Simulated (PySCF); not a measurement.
# C2H5NSi: the cost of one run

Computed with PySCF 2.14.0, with density-fitted response routines of our own, on a single molecule in the gas phase. Atoms count from 0, in the outputs and in this text.

## Step 1: The starting structure

9 atoms, charge 0, multiplicity 1; geometry from: PBE0-D3(BJ)/def2-SVP.

Bonds of the start (Å): N0–C1 1.16, C1–C2 1.45, C2–Si3 1.91, C2–H4 1.10, C2–H5 1.10, Si3–H6 1.49, Si3–H7 1.49, Si3–H8 1.49.

## Step 2: Shielding tensors: HF/pcSseg-2

Job settings and geometry (Å):

```
{"job": {"kind": "nmr", "xc": "HF", "basis": "pcSseg-2", "pop": false}, "charge": 0, "multiplicity": 1}
N     -1.404674     1.678507     1.193011
C     -0.993975     0.695450     0.738885
C     -0.444147    -0.512921     0.160381
Si     1.369797    -0.308213    -0.396218
H     -1.052815    -0.816273    -0.707157
H     -0.497949    -1.331351     0.897049
H      1.458888     0.790151    -1.398965
H      1.799631    -1.599768    -1.008139
H      2.220043     0.002623     0.787228
```

With the program's defaults for keys left out, this is: GIAO HF/pcSseg-2 NMR shielding, non-relativistic, gas phase.

Command:

```console
$ OMP_NUM_THREADS=1 python probes_run.py task.json out
```

This one command runs all jobs of the session in turn.

**Question.** How long does this first job take on 1 thread of Arm Neoverse V2, shared host, and how much memory does it need?

About 11 s, with a peak of 0.86 GiB.
